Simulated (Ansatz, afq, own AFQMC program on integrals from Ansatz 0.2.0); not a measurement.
# BGeH₃ (singlet): quantum Monte Carlo beside coupled cluster at twist about Ge1–B2 = 47.8°, cc-pVDZ, part 2 of 2

Ansatz 0.2.0, Gaussian basis, and an in-house AFQMC program (afq) on its integrals; all values are calculated; cc-pVDZ, frozen cores. The steps go on from the part before.

### 11 Free-projection AFQMC, CISD trial on RHF

It reads the integrals that the CCSD(T) run on this determinant wrote.

The run is started by

```sh
$ afq ham --method free --trial cisd --walkers 60 --time-step 0.03 --max-blocks 80 --target-error 0.00038 --factor-cut 1e-05 --seed 6026 --times 0,0.21,0.42,0.81,1.2,1.8,2.4,3 --taylor-order 8
```

What it wrote:

```text
orbitals 41  electrons 5 5  factors 335 of 590
reference energy -2101.64498748 Eh
CCSD correlation -0.20868335 Eh in 13 cycles, weight of the determinant in the CISD state 0.8556
repeat  energy at the last time / Eh  error
    10  -2101.864065  0.001885
    20  -2101.863394  0.001084
    30  -2101.862622  0.000844
    40  -2101.862669  0.000720
    50  -2101.862381  0.000597
    60  -2101.862715  0.000537
    70  -2101.862989  0.000491
    80  -2101.863143  0.000452
time / (1/Eh)  energy / Eh  error  mean overlap
  0.00  -2101.853740  0.000224  1.1700
  0.21  -2101.857036  0.000253  1.1740
  0.42  -2101.859178  0.000325  1.1790
  0.81  -2101.861438  0.000347  1.1722
  1.20  -2101.862410  0.000332  1.1534
  1.80  -2101.862839  0.000375  1.1689
  2.40  -2101.863227  0.000368  1.1764
  3.00  -2101.863143  0.000452  1.1892
energy -2101.863143 +/- 0.000452 Eh
```

Wall time 1.8 min (1 thread of Arm Neoverse V2, shared host).

Energy -57194.6098 ± 0.0123 eV. Caveats: remainder of the start not in the error.

### 12 UHF

in.yaml reads:

```yaml
crystal:
  periodic: [false, false, false]
  atoms:
    - {symbol: Ge, position_ang: [-0.030406, -0.003571, 0.253442]}
    - {symbol: B, position_ang: [0.131944, -0.003572, -1.627095]}
    - {symbol: H, position_ang: [0.412771, 1.273417, 0.971216]}
    - {symbol: H, position_ang: [0.412771, -1.280558, 0.971217]}
    - {symbol: H, position_ang: [-0.049495, 0.302824, -2.755490]}
basis:
  gaussian: {orbitals: cc-pVDZ}
magnetization: {spin_polarized: true, initial_magnetization: 0}
hamiltonian: {xc: hf}
output: {orbitals: {seedname: orbitals}}
```

The run is started by

```sh
$ ansatz run in.yaml --threads 1 --pin off --events-out ev --progress --plain --max-ram 1382MiB
```

What it wrote:

```text
Functional definition: HF
  name "HF"
  cite "Fock, Z. Phys. 61, 126 (1930) doi:10.1007/BF01340294"
  parent pbe
  exchange = exact_x
  correlation = 0
590 factors; integrals over basis functions are off by at most 8.0e-4 eV
mean field evaluation 1: about -57187.7553 eV, gradient 8.3e0 eV
mean field evaluation 2: about -57187.7741 eV, gradient 8.3e0 eV
mean field evaluation 4: about -57188.6537 eV, gradient 1.1e0 eV
mean field evaluation 8: about -57188.6735 eV, gradient 2.6e-3 eV
mean field evaluation 16: about -57188.8591 eV, gradient 3.7e-1 eV
mean field evaluation 32: about -57188.8551 eV, gradient 6.1e-1 eV
mean field evaluation 64: about -57188.4686 eV, gradient 2.8e-1 eV
mean field evaluation 96: about -57187.1167 eV, gradient 9.8e0 eV
mean field -57188.87517572 eV, -2101.6523986958 hartree, gradient 6.9e-6 eV, S^2 0.537092; 5 other end points of the search recorded, 0 dependent functions left out
reference -57188.87517572 eV, -2101.6523986958 hartree; 20, 20 occupied and 36, 36 virtual orbitals, 590 factors
Total energy: -57188.87517572 eV, -2101.6523986958 hartree
```

It took 1.9 s on 1 thread of Arm Neoverse V2, shared host.

From the report: ⟨S²⟩ of the determinant 0.537 (pure singlet: 0.00). The determinant is far from a pure spin state, so its energy mixes those of several spin states (harmless only where they are near-degenerate, as at dissociation).

### 13 CCSD(T) on UHF

Edit in.yaml of step 12 so:

```diff
@@ -11,3 +11,2 @@
 magnetization: {spin_polarized: true, initial_magnetization: 0}
-hamiltonian: {xc: hf}
-output: {orbitals: {seedname: orbitals}}
+correlation: {method: ccsd_t, electrons: outside_noble_gas, hamiltonian_folder: ham}
```

Same command.

What it wrote:

```text
Functional definition: HF
  name "HF"
  cite "Fock, Z. Phys. 61, 126 (1930) doi:10.1007/BF01340294"
  parent pbe
  exchange = exact_x
  correlation = 0
590 factors; integrals over basis functions are off by at most 8.0e-4 eV
mean field evaluation 1: about -57187.7553 eV, gradient 8.3e0 eV
mean field evaluation 2: about -57187.7741 eV, gradient 8.3e0 eV
mean field evaluation 4: about -57188.6537 eV, gradient 1.1e0 eV
mean field evaluation 8: about -57188.6735 eV, gradient 2.6e-3 eV
mean field evaluation 16: about -57188.8591 eV, gradient 3.7e-1 eV
mean field evaluation 32: about -57188.8668 eV, gradient 2.0e-1 eV
mean field evaluation 64: about -57188.7920 eV, gradient 5.0e-1 eV
mean field evaluation 96: about -57183.7159 eV, gradient 9.9e0 eV
mean field evaluation 128: about -57188.8720 eV, gradient 7.5e-2 eV
mean field evaluation 160: about -57188.4625 eV, gradient 3.1e-2 eV
mean field evaluation 192: about -57188.8752 eV, gradient 3.0e-3 eV
mean field evaluation 224: about -57183.2597 eV, gradient 8.6e0 eV
mean field evaluation 256: about -57188.4657 eV, gradient 1.7e-1 eV
mean field evaluation 288: about -57188.4630 eV, gradient 7.0e-2 eV
mean field evaluation 320: about -57188.6735 eV, gradient 4.9e-6 eV
mean field -57188.87517572 eV, -2101.6523986958 hartree, gradient 1.8e-6 eV, S^2 0.537090; 8 other end points of the search recorded, 0 dependent functions left out
determinant -57188.87517572 eV, -2101.6523986958 hartree, with singles and doubles -57194.28878446 eV, -2101.8513451476 hartree
determinant -57188.46245799 eV, -2101.6372315991 hartree, with singles and doubles -57193.35864283 eV, -2101.8171630730 hartree
determinant -57188.67350628 eV, -2101.6449874806 hartree, with singles and doubles -57194.35213046 eV, -2101.8536730700 hartree
15 core orbitals not correlated: weight in the atoms' cores, before any rotation towards them, 0.999 or more for the frozen orbitals, at most 0.000 for the correlated occupied ones
reference -57188.87517572 eV, -2101.6523986958 hartree; 5, 5 occupied and 36, 36 virtual orbitals, 590 factors
second order -4.10039801 eV of doubles, -0.00000000 eV of singles
cycle   1  -5.41681180 eV  change   -3.2e-3 eV  update   8.2e-3
cycle   2  -5.42282393 eV  change   -6.0e-3 eV  update   7.1e-3
cycle   3  -5.42993397 eV  change   -7.1e-3 eV  update   5.6e-3
cycle   4  -5.43672919 eV  change   -6.8e-3 eV  update   4.0e-3
cycle   5  -5.44307217 eV  change   -6.3e-3 eV  update   1.7e-3
cycle   6  -5.44509562 eV  change   -2.0e-3 eV  update   7.4e-4
cycle   7  -5.44452328 eV  change    5.7e-4 eV  update   3.6e-4
cycle   8  -5.44371668 eV  change    8.1e-4 eV  update   2.3e-4
cycle   9  -5.44331135 eV  change    4.1e-4 eV  update   1.4e-4
cycle  10  -5.44318067 eV  change    1.3e-4 eV  update   7.0e-5
cycle  11  -5.44313022 eV  change    5.0e-5 eV  update   3.1e-5
cycle  12  -5.44311055 eV  change    2.0e-5 eV  update   1.4e-5
cycle  13  -5.44310447 eV  change    6.1e-6 eV  update   9.0e-6
perturbative correction -0.21533352 eV, -0.0079133610 hartree
Total energy: -57194.53361371 eV, -2101.8603424566 hartree
```

Wall time 5.5 s (1 thread of Arm Neoverse V2, shared host).

From the report: ⟨S²⟩ of the determinant 0.537 (pure singlet: 0.00); correlation -5.6584 eV; T1 0.090; largest double amplitude 0.19. The determinant is far from a pure spin state, so its energy mixes those of several spin states (harmless only where they are near-degenerate, as at dissociation).

This run also writes the integrals to the folder ham.

### 14 CCSDT(Q) on UHF

Edit in.yaml of step 13 so:

```diff
@@ -11,2 +11,2 @@
 magnetization: {spin_polarized: true, initial_magnetization: 0}
-correlation: {method: ccsd_t, electrons: outside_noble_gas, hamiltonian_folder: ham}
+correlation: {method: ccsdt_q, electrons: outside_noble_gas}
```

The command is unchanged.

What it wrote:

```text
Functional definition: HF
  name "HF"
  cite "Fock, Z. Phys. 61, 126 (1930) doi:10.1007/BF01340294"
  parent pbe
  exchange = exact_x
  correlation = 0
1077 factors; integrals over basis functions are off by at most 1.8e-7 eV
mean field evaluation 1: about -57187.7523 eV, gradient 8.3e0 eV
mean field evaluation 2: about -57187.7738 eV, gradient 8.3e0 eV
mean field evaluation 4: about -57188.6539 eV, gradient 1.1e0 eV
mean field evaluation 8: about -57188.6736 eV, gradient 2.7e-3 eV
mean field evaluation 16: about -57188.8592 eV, gradient 3.7e-1 eV
mean field evaluation 32: about -57188.8669 eV, gradient 2.0e-1 eV
mean field evaluation 64: about -57188.7921 eV, gradient 5.0e-1 eV
mean field evaluation 96: about -57183.7140 eV, gradient 9.9e0 eV
mean field evaluation 128: about -57188.8721 eV, gradient 7.5e-2 eV
mean field evaluation 160: about -57188.4626 eV, gradient 3.1e-2 eV
mean field evaluation 192: about -57188.8753 eV, gradient 3.0e-3 eV
mean field evaluation 224: about -57183.2592 eV, gradient 8.6e0 eV
mean field evaluation 256: about -57188.4658 eV, gradient 1.7e-1 eV
mean field evaluation 288: about -57188.4629 eV, gradient 6.2e-2 eV
mean field -57188.87527922 eV, -2101.6524024992 hartree, gradient 1.9e-6 eV, S^2 0.537091; 8 other end points of the search recorded, 0 dependent functions left out
determinant -57188.87527922 eV, -2101.6524024992 hartree, with singles and doubles -57194.28888817 eV, -2101.8513489587 hartree
determinant -57188.46256147 eV, -2101.6372354017 hartree, with singles and doubles -57193.35874809 eV, -2101.8171669415 hartree
determinant -57188.67360762 eV, -2101.6449912048 hartree, with singles and doubles -57194.35223291 eV, -2101.8536768351 hartree
15 core orbitals not correlated: weight in the atoms' cores, before any rotation towards them, 0.999 or more for the frozen orbitals, at most 0.000 for the correlated occupied ones
reference -57188.87527922 eV, -2101.6524024992 hartree; 5, 5 occupied and 36, 36 virtual orbitals, 1077 factors
second order -4.10042764 eV of doubles, -0.00000000 eV of singles
cycle   1  -4.82873964 eV  change   -7.3e-1 eV  update   9.3e-2
cycle   2  -5.28832656 eV  change   -4.6e-1 eV  update   5.5e-2
cycle   3  -5.43762886 eV  change   -1.5e-1 eV  update   4.6e-2
cycle   4  -5.56273921 eV  change   -1.3e-1 eV  update   3.7e-2
cycle   5  -5.66465205 eV  change   -1.0e-1 eV  update   2.5e-2
cycle   6  -5.69541467 eV  change   -3.1e-2 eV  update   1.5e-2
cycle   7  -5.70936415 eV  change   -1.4e-2 eV  update   8.5e-3
cycle   8  -5.71753711 eV  change   -8.2e-3 eV  update   6.5e-3
cycle   9  -5.71747573 eV  change    6.1e-5 eV  update   5.1e-3
cycle  10  -5.72099961 eV  change   -3.5e-3 eV  update   3.7e-3
cycle  11  -5.72255467 eV  change   -1.6e-3 eV  update   2.2e-3
cycle  12  -5.72480107 eV  change   -2.2e-3 eV  update   1.2e-3
cycle  13  -5.72447699 eV  change    3.2e-4 eV  update   6.7e-4
cycle  14  -5.72442645 eV  change    5.1e-5 eV  update   4.6e-4
cycle  15  -5.72452121 eV  change   -9.5e-5 eV  update   3.6e-4
cycle  16  -5.72463277 eV  change   -1.1e-4 eV  update   2.8e-4
cycle  17  -5.72506064 eV  change   -4.3e-4 eV  update   1.9e-4
cycle  18  -5.72516598 eV  change   -1.1e-4 eV  update   1.2e-4
cycle  19  -5.72511493 eV  change    5.1e-5 eV  update   6.7e-5
cycle  20  -5.72506682 eV  change    4.8e-5 eV  update   4.0e-5
cycle  21  -5.72501162 eV  change    5.5e-5 eV  update   2.7e-5
cycle  22  -5.72502367 eV  change   -1.2e-5 eV  update   1.9e-5
cycle  23  -5.72506358 eV  change   -4.0e-5 eV  update   1.5e-5
cycle  24  -5.72508967 eV  change   -2.6e-5 eV  update   1.1e-5
cycle  25  -5.72509337 eV  change   -3.7e-6 eV  update   6.9e-6
cycle  26  -5.72509334 eV  change    2.8e-8 eV  update   4.4e-6
cycle  27  -5.72508679 eV  change    6.5e-6 eV  update   3.0e-6
cycle  28  -5.72508663 eV  change    1.7e-7 eV  update   2.0e-6
cycle  29  -5.72508781 eV  change   -1.2e-6 eV  update   1.3e-6
cycle  30  -5.72508873 eV  change   -9.2e-7 eV  update   9.9e-7
cycle  31  -5.72508986 eV  change   -1.1e-6 eV  update   7.4e-7
perturbative correction -0.01782486 eV, -0.0006550516 hartree
Total energy: -57194.61819394 eV, -2101.8634507227 hartree
```

It took 54 s on 1 thread of Arm Neoverse V2, shared host; peak memory 0.42 GiB.

From the report: ⟨S²⟩ of the determinant 0.537 (pure singlet: 0.00); correlation -5.7429 eV; T1 0.105; largest double amplitude 0.24. The determinant is far from a pure spin state, so its energy mixes those of several spin states (harmless only where they are near-degenerate, as at dissociation).

### 15 Phaseless AFQMC, CISD trial on UHF

It reads the integrals that the CCSD(T) run on this determinant wrote.

The run is started by

```sh
$ afq ham --method phaseless --trial cisd --walkers 60 --populations 1 --least-time 40 --time-step 0.005 --steps-per-block 50 --equilibration-blocks 28 --max-blocks 300 --target-error 0.00038 --factor-cut 1e-05 --start spin_pure --seed 6636 --release-times 0.24,0.51,0.99,1.62,2.4 --release-step 0.03 --release-every 4 --taylor-order 6
```

What it wrote:

```text
orbitals 41  electrons 5 5  factors 335 of 590
reference energy -2101.65239870 Eh
CCSD correlation -0.20003064 Eh in 20 cycles, weight of the determinant in the CISD state 0.7220
energy of the start -2101.820826 Eh
 block  time / (1/Eh)  mean weight  energy / Eh
     1     0.250  1.0000  -2101.833812
     2     0.500  0.9997  -2101.841876
     3     0.750  0.9982  -2101.849147
     4     1.000  0.9990  -2101.857372
     5     1.250  1.0010  -2101.856757
     6     1.500  1.0013  -2101.858095
     7     1.750  1.0005  -2101.863130
     8     2.000  0.9996  -2101.863702
     9     2.250  1.0000  -2101.859994
    10     2.500  1.0006  -2101.859689
    17     4.250  0.9982  -2101.855123
    25     6.250  1.0009  -2101.858827
    33     8.250  0.9982  -2101.867634
    41    10.250  1.0001  -2101.859892
    49    12.250  1.0021  -2101.864661
    57    14.250  0.9987  -2101.862439
    65    16.250  1.0008  -2101.866659
    73    18.250  1.0007  -2101.863194
    81    20.250  1.0001  -2101.851631
    89    22.250  1.0032  -2101.862788
    97    24.250  0.9987  -2101.855694
   105    26.250  0.9999  -2101.865280
   113    28.250  0.9998  -2101.858664
   121    30.250  1.0024  -2101.858582
   129    32.250  1.0001  -2101.854942
   137    34.250  1.0004  -2101.866853
   145    36.250  0.9997  -2101.861036
   153    38.250  0.9981  -2101.859410
   161    40.250  1.0012  -2101.860227
   169    42.250  0.9985  -2101.867643
   177    44.250  1.0016  -2101.864967
   185    46.250  0.9999  -2101.864099
   193    48.250  1.0000  -2101.863872
   201    50.250  0.9984  -2101.863979
   209    52.250  1.0000  -2101.860286
   217    54.250  0.9988  -2101.862059
   225    56.250  1.0013  -2101.858347
   233    58.250  0.9980  -2101.871264
   241    60.250  0.9994  -2101.858211
   249    62.250  1.0004  -2101.861184
   257    64.250  0.9997  -2101.865031
   265    66.250  0.9994  -2101.860724
   273    68.250  0.9984  -2101.860813
   281    70.250  1.0014  -2101.868554
   289    72.250  1.0010  -2101.860839
   297    74.250  0.9999  -2101.863886
   305    76.250  1.0019  -2101.857978
   313    78.250  1.0000  -2101.869383
   321    80.250  1.0008  -2101.863753
blocks merged  error / Eh  count
     1  0.000276  300
     2  0.000355  150
     4  0.000444  75
     8  0.000508  37
    16  0.000514  18
    32  0.000591  9
released: time / (1/Eh)  energy / Eh  error  mean overlap
  0.24  -2101.862363  0.000594  1.0064
  0.51  -2101.862463  0.000540  1.0078
  0.99  -2101.862762  0.000669  1.0141
  1.62  -2101.862590  0.000736  1.0191
  2.40  -2101.862202  0.000780  1.0472
energy -2101.863023 +/- 0.000514 Eh
```

Run time: 8 min. Hardware: 1 thread of Arm Neoverse V2, shared host.

Energy -57194.6065 ± 0.0140 eV. Caveats: constraint bias not in the error.

### 16 Phaseless AFQMC, single-determinant trial on UHF

It reads the integrals that the CCSD(T) run on this determinant wrote.

The run is started by

```sh
$ afq ham --method phaseless --trial hf --walkers 120 --populations 1 --least-time 40 --time-step 0.005 --steps-per-block 20 --equilibration-blocks 112 --max-blocks 600 --target-error 0.00114 --factor-cut 1e-05 --start spin_pure --seed 5492 --taylor-order 6
```

What it wrote:

```text
orbitals 41  electrons 5 5  factors 335 of 590
reference energy -2101.65239870 Eh
CCSD correlation -0.20003064 Eh in 20 cycles, weight of the determinant in the CISD state 0.7220
energy of the start -2101.660994 Eh
 block  time / (1/Eh)  mean weight  energy / Eh
     1     0.100  1.0003  -2101.692983
     2     0.200  1.0016  -2101.716256
     3     0.300  1.0017  -2101.738246
     4     0.400  1.0011  -2101.755406
     5     0.500  1.0020  -2101.765836
     6     0.600  1.0013  -2101.781456
     7     0.700  0.9999  -2101.794790
     8     0.800  1.0002  -2101.805159
     9     0.900  1.0003  -2101.814003
    10     1.000  0.9988  -2101.813722
    18     1.800  1.0011  -2101.842788
    35     3.500  1.0002  -2101.850431
    52     5.200  1.0004  -2101.854662
    69     6.900  0.9994  -2101.859894
    86     8.600  0.9993  -2101.858034
   103    10.300  1.0008  -2101.852377
   120    12.000  0.9995  -2101.863522
   137    13.700  0.9989  -2101.881625
   154    15.400  0.9986  -2101.859768
   171    17.100  1.0013  -2101.855128
   188    18.800  1.0011  -2101.867087
   205    20.500  1.0012  -2101.847988
   222    22.200  1.0001  -2101.860315
   239    23.900  1.0008  -2101.873640
   256    25.600  0.9991  -2101.877702
   273    27.300  0.9986  -2101.858038
   290    29.000  1.0002  -2101.880996
   307    30.700  1.0015  -2101.883337
   324    32.400  1.0015  -2101.856260
   341    34.100  0.9997  -2101.879048
   358    35.800  0.9984  -2101.859254
   375    37.500  0.9991  -2101.872154
   392    39.200  0.9996  -2101.863977
   409    40.900  1.0002  -2101.880360
   426    42.600  1.0007  -2101.858804
   443    44.300  1.0014  -2101.866980
   460    46.000  1.0021  -2101.846397
   477    47.700  1.0014  -2101.852021
   494    49.400  1.0014  -2101.858111
   511    51.100  0.9993  -2101.883810
   528    52.800  1.0004  -2101.858962
   545    54.500  1.0005  -2101.868021
   562    56.200  1.0000  -2101.860366
   579    57.900  0.9999  -2101.853921
   596    59.600  0.9995  -2101.885860
   613    61.300  1.0003  -2101.859160
   630    63.000  1.0007  -2101.866028
   647    64.700  1.0012  -2101.874526
   664    66.400  1.0018  -2101.852930
   681    68.100  0.9993  -2101.863615
   698    69.800  1.0008  -2101.853908
blocks merged  error / Eh  count
     1  0.000542  600
     2  0.000725  300
     4  0.000955  150
     8  0.001197  75
    16  0.001510  37
    32  0.001571  18
    64  0.001775  9
energy -2101.866504 +/- 0.001571 Eh
```

It took 4.7 min on 1 thread of Arm Neoverse V2, shared host.

Energy -57194.7013 ± 0.0427 eV. Caveats: constraint bias not in the error.

### 17 All levels side by side

On the RHF determinant, counted from CCSDT(Q) (a yardstick, not exact):

| level | energy (eV) | from CCSDT(Q) (kcal/mol) | statistical error (kcal/mol) | time |
| --- | --- | --- | --- | --- |
| HF | -57188.6735 | +137.09 |  |  |
| MP2 | -57193.3086 | +30.21 |  |  |
| CCSD | -57194.3521 | +6.14 |  |  |
| CCSD(T) | -57194.5678 | +1.17 |  |  |
| CCSDT(Q) | -57194.6184 | 0.00 |  |  |
| Phaseless AFQMC, CISD trial, step 0.005, 60 walkers | -57194.5880 | +0.70 | 0.23 | 3.2 min |
| Free-projection AFQMC, CISD trial, step 0.03, 60 walkers | -57194.6098 | +0.20 | 0.28 | 1.8 min |

On the UHF determinant, counted from CCSDT(Q) (a yardstick, not exact):

| level | energy (eV) | from CCSDT(Q) (kcal/mol) | statistical error (kcal/mol) | time |
| --- | --- | --- | --- | --- |
| HF | -57188.8752 | +132.44 |  |  |
| MP2 | -57192.9756 | +37.88 |  |  |
| CCSD | -57194.3183 | +6.92 |  |  |
| CCSD(T) | -57194.5336 | +1.95 |  |  |
| CCSDT(Q) | -57194.6182 | 0.00 |  |  |
| Phaseless AFQMC, CISD trial, step 0.005, 60 walkers | -57194.6065 | +0.27 | 0.32 | 8 min |
| Phaseless AFQMC, single-determinant trial, step 0.005, 120 walkers | -57194.7013 | -1.92 | 0.99 | 4.7 min |

The functionals' totals stand on their own zeros and serve differences with other points: PBE -57229.314 eV; r2SCAN -57238.382 eV; PBE0 -57231.002 eV; B3LYP -57240.723 eV; wB97M-V -57235.360 eV; B2PLYP -57226.810 eV.

### 18 Results

The summary covers parts 1 to 2.

```
                                                      quantity                  value
                                  CCSD(T) on RHF from CCSDT(Q)         +1.17 kcal/mol
              Phaseless AFQMC, CISD trial on RHF from CCSDT(Q)  +0.70 ± 0.23 kcal/mol
        Free-projection AFQMC, CISD trial on RHF from CCSDT(Q)  +0.20 ± 0.28 kcal/mol
                                  CCSD(T) on UHF from CCSDT(Q)         +1.95 kcal/mol
              Phaseless AFQMC, CISD trial on UHF from CCSDT(Q)  +0.27 ± 0.32 kcal/mol
Phaseless AFQMC, single-determinant trial on UHF from CCSDT(Q)  -1.92 ± 0.99 kcal/mol
```

In words: On RHF the phaseless walk with the CISD trial lies +0.70 kcal/mol from CCSDT(Q), 3 times its error bar. Free projection has no constraint; at the last time it gives +0.20 ± 0.28 kcal/mol. On UHF the phaseless walk with the CISD trial lies +0.27 kcal/mol from CCSDT(Q), within three error bars. Error bars are statistical and leave out the constraint, the time step and what remains of the start.
